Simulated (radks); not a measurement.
# Sb¹⁸⁺ in [Ar] 3d10 4s2 4p3: an all-electron calculation

One table from this session's results is given with a row withheld; the runs are named, their logs left out.

Method: Dirac Kohn-Sham, PBE, spin-unpolarised, spherical densities, finite nucleus; open shells fill j = l - 1/2 first. Code: radks (a radial shooting solver on a logarithmic mesh, Libxc functionals) version 1.

## What is computed

| Item | Value |
| --- | --- |
| element | antimony (Z = 51) |
| charge | +18 |
| electrons | 33 |
| configuration | [Ar] 3d10 4s2 4p3 |
| nuclear rms radius | 4.6802 fm |

Set-up of the first run:

The run's settings:

```text
Z 51
configuration [Ar] 3d10 4s2 4p3 5s0 4d0
relativity Dirac
functional pbe,pbe
spin unpolarised
j_filling energy
nucleus finite rms 4.6802 fm
c 137.035999084
```

One of the session's tables, all rows but one given; the rest of the session is left out.

It belongs to the step «Orbitals and density». Sizes of the orbitals, from the radial functions (bohr):

| level | <r> | outermost maximum (interpolated) | 90 % within | nodes |
| --- | --- | --- | --- | --- |
| 1s1/2 | 0.02842 | 0.0183 | 0.0511 | 0 |
| 2s1/2 | 0.1221 | 0.104 | 0.189 | 1 |
| 2p1/2 | 0.1032 | 0.0798 | 0.169 | 0 |
| 2p3/2 | 0.1086 | 0.0844 | 0.176 | 0 |
| 3s1/2 | 0.3274 | 0.299 | 0.481 | 2 |
| 3p1/2 | 0.3174 | 0.285 | 0.477 | 1 |
| 3p3/2 | 0.3282 | 0.295 | 0.492 | 1 |
| 3d3/2 | 0.2979 | 0.240 | 0.467 | 0 |
| 3d5/2 | 0.3013 | 0.243 | 0.472 | 0 |
| 4s1/2 | 0.7108 | 0.683 | 1.01 | 3 |
| 4p1/2 | ? | ? | ? | ? |
| 4p3/2 | 0.7415 | 0.711 | 1.06 | 2 |
| 4d3/2 | 0.7642 | 0.723 | 1.11 | 1 |
| 4d5/2 | 0.7692 | 0.728 | 1.12 | 1 |
| 5s1/2 | 1.269 | 1.29 | 1.76 | 4 |

**Question.** Estimate the row for 4p1/2.

**Answer.** <r>: 0.7242; outermost maximum (interpolated): 0.693; 90 % within: 1.04; nodes: 2. In the column «<r>» it lies between 4s1/2 (0.7108) and 4p3/2 (0.7415).

To keep in mind: Spin polarisation and multiplet splitting are left out.
